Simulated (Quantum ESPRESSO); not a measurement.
CoSi2:

```xyz
3
Lattice="2.1531 0.0000 3.0144 -1.0765 1.8646 3.0144 -1.0765 -1.8646 3.0144" Properties=species:S:1:pos:R:3 pbc="T T T"
Co    0.0000    0.0000    0.0000
Si    0.0000    0.0000    2.2608
Si    0.0000    0.0000    6.7824
```

The cell was built by a generator and needn't be a form met in nature.

Below is the output of Quantum ESPRESSO 7.5 for this cell. Logs are shortened: lines on timing, memory, paths and dates and some standing lists are left out, and cuts for length are marked.

```text
This program is part of the open-source Quantum ESPRESSO suite
     for quantum simulation of materials; please cite
[... 9 lines left out ...]
     --------------------
     sticks:   dense  smooth     PW     G-vecs:    dense   smooth      PW
     Sum        1515     753    245                39213    13845    2547

     Using Slab Decomposition

     bravais-lattice index     =            0
     lattice parameter (alat)  =       7.0003  a.u.
     unit-cell volume          =     245.0036 (a.u.)^3
     number of atoms/cell      =            3
     number of atomic types    =            2
     number of electrons       =        25.00
     number of Kohn-Sham states=           19
     kinetic-energy cutoff     =      56.0000  Ry
     charge density cutoff     =     448.0000  Ry
     scf convergence threshold =      6.0E-10
     mixing beta               =       0.5000
     number of iterations used =            8  plain     mixing
     energy convergence thresh.=      1.0E-05
     force convergence thresh. =      4.0E-04
     Exchange-correlation= SLA  PZ   NOGX NOGC
                           (   1   1   0   0   0   0   0)
     nstep                     =           40

     celldm(1)=   7.000264  celldm(2)=   0.000000  celldm(3)=   0.000000
     celldm(4)=   0.000000  celldm(5)=   0.000000  celldm(6)=   0.000000

     crystal axes: (cart. coord. in units of alat)
               a(1) = (   0.581226   0.000000   0.813742 )
               a(2) = (  -0.290613   0.503357   0.813742 )
               a(3) = (  -0.290613  -0.503357   0.813742 )

     reciprocal axes: (cart. coord. in units 2 pi/alat)
               b(1) = (  1.147000  0.000000  0.409630 )
               b(2) = ( -0.573500  0.993331  0.409630 )
               b(3) = ( -0.573500 -0.993331  0.409630 )

     PseudoPot. # 1 for Co read from file:
     co_lda_v1.2.uspp.F.UPF
     Pseudo is Ultrasoft + core correction, Zval = 17.0
     Generated by new atomic code, or converted to UPF format
     Using radial grid of  863 points,  6 beta functions with:
                l(1) =   0
                l(2) =   0
                l(3) =   1
                l(4) =   1
                l(5) =   2
                l(6) =   2
     Q(r) pseudized with  8 coefficients,  rinner =    1.200   1.200   1.200
                                                       1.200   1.200

     PseudoPot. # 2 for Si read from file:
     si_lda_v1.uspp.F.UPF
     Pseudo is Ultrasoft + core correction, Zval =  4.0
     Generated by new atomic code, or converted to UPF format
     Using radial grid of  899 points,  6 beta functions with:
                l(1) =   0
                l(2) =   0
                l(3) =   1
                l(4) =   1
                l(5) =   2
                l(6) =   2
     Q(r) pseudized with  8 coefficients,  rinner =    0.900   0.900   0.900
                                                       0.900   0.900

     atomic species   valence    mass     pseudopotential
     Co               17.00    58.93320     Co( 1.00)
     Si                4.00    28.08500     Si( 1.00)

     12 Sym. Ops., with inversion, found

   Cartesian axes

     site n.     atom                  positions (alat units)
         1        Co     tau(   1) = (   0.0000000   0.0000000   0.0000000  )
         2        Si     tau(   2) = (   0.0000000   0.0000000   0.6103064  )
         3        Si     tau(   3) = (   0.0000000   0.0000000   1.8309193  )

     number of k points=   417  Methfessel-Paxton smearing, width (Ry)=  0.0073

     Number of k-points >= 100: set verbosity='high' to print them.

     Dense  grid:    39213 G-vectors     FFT dimensions: (  48,  48,  48)

     Smooth grid:    13845 G-vectors     FFT dimensions: (  36,  36,  36)

     Check: negative core charge=   -0.000010

     Initial potential from superposition of free atoms

     starting charge      23.9988, renormalised to      25.0000
     Starting wfcs are   21 randomized atomic wfcs

     Self-consistent Calculation

     iteration #  1     ecut=    56.00 Ry     beta= 0.50
     Davidson diagonalization with overlap
     ethr =  1.00E-02,  avg # of iterations =  4.1
[... 169 lines left out ...]
     atom    1 type  1   force =    -0.00000000    0.00000000   -0.00000000
     atom    2 type  2   force =     0.00000000    0.00000000    0.00460090
     atom    3 type  2   force =     0.00000000    0.00000000   -0.00460090

     Total force =     0.006507     Total SCF correction =     0.000001

     BFGS Geometry Optimization
     Energy error            =      4.2E-05 Ry
     Gradient error          =      4.6E-03 Ry/Bohr

     number of scf cycles    =   1
     number of bfgs steps    =   0
[... 293 lines left out ...]
     energy             old  =    -317.7376679349 Ry
     energy             new  =    -317.7376824983 Ry

     CASE: energy            _new < energy            _old

     small trust_radius: resetting bfgs history

     new trust radius        =       0.0000081832 bohr
     new conv_thr            =            6.0E-12 Ry

ATOMIC_POSITIONS (crystal)
Co               0.0000000000       -0.0000000000       -0.0000000000
Si               0.2510019706        0.2510019706        0.2510019706
Si               0.7489980294        0.7489980294        0.7489980294
[... 56 lines left out ...]
     Total force =     0.000009     Total SCF correction =     0.000000
     Energy error            =      9.8E-11 Ry
     Gradient error          =      6.2E-06 Ry/Bohr

     bfgs converged in   5 scf cycles and   4 bfgs steps
     (criteria: energy <  1.0E-05 Ry, force <  4.0E-04 Ry/Bohr)

     End of BFGS Geometry Optimization

     Final energy             =    -317.7376824984 Ry

Begin final coordinates

ATOMIC_POSITIONS (crystal)
Co               0.0000000000       -0.0000000000       -0.0000000000
Si               0.2510019706        0.2510019706        0.2510019706
Si               0.7489980294        0.7489980294        0.7489980294
End final coordinates

=------------------------------------------------------------------------------=
   JOB DONE.
=------------------------------------------------------------------------------=
```

Q: Write the input and the command behind it.

A: Relaxation of the atoms with LDA, no spin polarisation. The files as run (others can give the same):

pw.in
```
&CONTROL
  calculation = 'relax'
  prefix = 'pwscf'
  outdir = './tmp'
  pseudo_dir = './pseudo'
  tprnfor = .true.
  disk_io = 'low'
  nstep = 40
  forc_conv_thr = 0.0004
  etot_conv_thr = 1d-05
/
&SYSTEM
  ibrav = 0
  nat = 3
  ntyp = 2
  ecutwfc = 56
  ecutrho = 448
  nbnd = 19
  occupations = 'smearing'
  smearing = 'mp'
  degauss = 0.00734986
/
&ELECTRONS
  conv_thr = 6d-10
  electron_maxstep = 120
  mixing_beta = 0.5
/
&IONS
  ion_dynamics = 'bfgs'
/
ATOMIC_SPECIES
Co    58.9332 co_lda_v1.2.uspp.F.UPF
Si    28.0850 si_lda_v1.uspp.F.UPF
CELL_PARAMETERS angstrom
   2.1530835006    0.0000000000    3.0144096681
  -1.0765417503    1.8646250080    3.0144096681
  -1.0765417503   -1.8646250080    3.0144096681
ATOMIC_POSITIONS crystal
Co     0.0000000000    0.0000000000    0.0000000000
Si     0.2500000000    0.2500000000    0.2500000000
Si     0.7500000000    0.7500000000    0.7500000000
K_POINTS automatic
16 16 16 0 0 0
```

Potentials or basis: GBRV 1.5 LDA.
Command:
```sh
$ OMP_NUM_THREADS=1 pw.x -in pw.in > pw.out
```
